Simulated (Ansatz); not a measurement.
**Cr: how the settings move a single-point run**

Question: which choices in the input matter for Cr?

Method: reference: DFT, PBE, PAW with Ansatz's default frozen-core files, scalar-relativistic, in Ansatz 0.2.0.

## 1. Starting point

Symmetry: Im-3m, No. 229, cubic system. Conventional cell: a = 2.969 Å, b = 2.969 Å, c = 2.969 Å, α = 90.00°, β = 90.00°, γ = 90.00°. Cr (site symmetry m-3m) has 8 Cr at 2.57 Å as nearest neighbours.

Structure file:

```cif
data_structure
_symmetry_space_group_name_H-M 'Im-3m'
_symmetry_Int_Tables_number 229
_cell_length_a 2.9689
_cell_length_b 2.9689
_cell_length_c 2.9689
_cell_angle_alpha 90.000
_cell_angle_beta 90.000
_cell_angle_gamma 90.000
_cell_volume 26.17
loop_
_atom_site_label
_atom_site_type_symbol
_atom_site_symmetry_multiplicity
_atom_site_Wyckoff_symbol
_atom_site_fract_x
_atom_site_fract_y
_atom_site_fract_z
_atom_site_occupancy
Cr1 Cr 2 a 0.00000 0.00000 0.00000 1
```

## 2. Reference

input.yaml

```yaml
crystal:
  lattice:
    - [0.0, 2.9688993551, 2.9688993551]
    - [2.9688993551, 0.0, 0.0]
    - [0.0, 2.9688993551, -2.9688993551]
  atoms:
    - { symbol: Cr, position: [0.0, 0.0, 0.0], spin: 3.0 }
    - { symbol: Cr, position: [0.5, 0.0, 0.5], spin: 3.0 }
    - { symbol: Cr, position: [0.5, 0.5, 0.0], spin: 3.0 }
    - { symbol: Cr, position: [0.0, 0.5, 0.5], spin: 3.0 }
magnetization:
  spin_polarized: true
kpoints:
  mp_grid: { grid: [7, 10, 7] }
scf:
  occupations: { method: fermi_dirac, width: 0.05 }
  lower_state_search: "off"
hamiltonian:
  xc: pbe
  pseudopotentials: { kind: paw }
output:
  forces: true
  stress: true
  eigenvalues: true
  populations: true
```

Command:

```sh
ansatz run input.yaml --threads 2 --pin off --max-ram 6144MiB --backend cpu --events-out ev --progress --plain --runs-dir out
```

## 3. Variant: dr2_threshold 1.0e-11, xc lda

input.yaml: that of step 2 with these lines changed.

```diff
@@ -17,4 +17,5 @@
   lower_state_search: "off"
+  convergence: { dr2_threshold: 1.0e-11 }
 hamiltonian:
-  xc: pbe
+  xc: lda
   pseudopotentials: { kind: paw }
```

Q: Predict the outcome of this session. Wanted: for each run, ending; energy change; pressure; gap; force.

The runs gave:

```tsv
run	ending	energy change	pressure (GPa)	gap (eV)	force (eV/Å)	cycles	time
reference	converged	-	-24.6	0.00	0.00	13	3.9 s
1: dr2_threshold 1.0e-11, xc lda	converged	not comparable	-37.9	0.00	0.00	12	3.3 s
```

Residual by cycle in the longest SCF loop of each run; runs are numbered as in the table. The quantity is the density residual dr2, in eV.

```tsv
cycle	reference	run 1
1	24.6	26.8
2	5.9	6.25
3	2.17	2.13
4	0.195	0.243
5	0.223	0.177
6	0.0123	0.0108
8	1.5e-5	2.2e-5
9	3.8e-7	3.4e-7
10	2.8e-9	1.4e-8
11	1.2e-10	1.3e-9
12	1.0e-11	4.7e-12
13	2.4e-13	-
```

A change of functional puts the total energy on another scale; the pressure goes from -24.6 to -37.9 GPa. At this fixed cell a lower pressure means that this functional prefers a smaller volume than the reference. The structure is not at rest: the sound run finds -25 GPa, so these are no properties of the relaxed crystal. 
